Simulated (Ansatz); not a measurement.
2 structures of CaMg3, a ranking of polymorphs by energy

Program: Ansatz's Python interface.

Notebook, run cell by cell (the value of a cell's last expression is shown):

```python
import warnings

import ansatz as az
import numpy as np
import spglib
```

```python
def solve(name, crystal):
    calc = crystal.calculation()
    calc = calc.functional("pbesol")
    calc = calc.basis(460)
    calc = calc.kpoints(spacing=0.14).occupations("fermi_dirac", width=0.1)
    calc = calc.stress().band_table()
    return calc.run()
```

```python
def pressure_gpa(outcome):
    return float(np.trace(outcome.report["stress_gpa"]) / 3)
```

```python
def space_group(outcome):
    sites = outcome.report["lattice"]["sites"]
    kinds = sorted({site["symbol"] for site in sites})
    cell = (outcome.lattice.cell_ang, [site["position_frac"] for site in sites], [kinds.index(site["symbol"]) for site in sites])
    return spglib.get_spacegroup(cell, symprec=0.01)
```

```python
warnings.simplefilter("ignore", az.DeckWarning)

phases = {}
p_6m2 = (
    az.Lattice.from_parameters(3.409074, 3.409074, 10.880675, alpha=90.0, beta=90.0, gamma=120.0)
    .atom("Ca", (0.0, 0.0, 0.5))
    .atom("Mg", (0.0, 0.0, 0.0))
    .atom("Mg", (2 / 3, 1 / 3, 0.764548))
    .atom("Mg", (2 / 3, 1 / 3, 0.235452))
)
phases["P-6m2"] = p_6m2
pm_3m = (
    az.Lattice.cubic(4.753947)
    .space_group(221)
    .atom("Ca", (0.0, 0.0, 0.0))
    .atom("Mg", (0.5, 0.5, 0.0))
)
phases["Pm-3m"] = pm_3m
```

```python
done = {name: solve(name, crystal) for name, crystal in phases.items()}
```

```python
energy = {name: o.report["energy_sigma0_ev"] / len(o.lattice.sites) for name, o in done.items()}
lowest = min(energy.values())
rows = [(name, len(o.lattice.sites), 1000 * (energy[name] - lowest), pressure_gpa(o), space_group(o)) for name, o in done.items()]
rows.sort(key=lambda row: row[2])
print("| phase | atoms | dE (meV/atom) | P (GPa) | space group |")
print("| --- | --- | --- | --- | --- |")
for row in rows:
    print(f"| {row[0]} | {row[1]:d} | {row[2]:.1f} | {row[3]:.2f} | {row[4]} |")
print("order:", " < ".join(row[0] for row in rows))
```

    | phase | atoms | dE (meV/atom) | P (GPa) | space group |
    | --- | --- | --- | --- | --- |
    | Pm-3m | 4 | 0.0 | -0.42 | Pm-3m (221) |
    | P-6m2 | 4 | 112.2 | -0.54 | P-6m2 (187) |
    order: Pm-3m < P-6m2

By space group at the end of each run: Pm-3m (+0 meV an atom, 26.9 Å³) and P-6m2 (+112 meV an atom, 27.4 Å³).

Caveats:
- Pressure is positive in compression.
- The cells come from databases of deposited and of computed structures, and not all need be stable phases.
- The ranking holds among these structures alone, at zero temperature; the ground state may be another structure. Differences under 10 to 15 meV an atom lie within the error of mesh and functional.
- Hardware and time: 27 s on 1 thread of Intel(R) Xeon(R) Platinum 8259CL CPU @ 2.50GHz (Skylake/Cascade Lake) (shared host), peak memory 0.56 GiB.
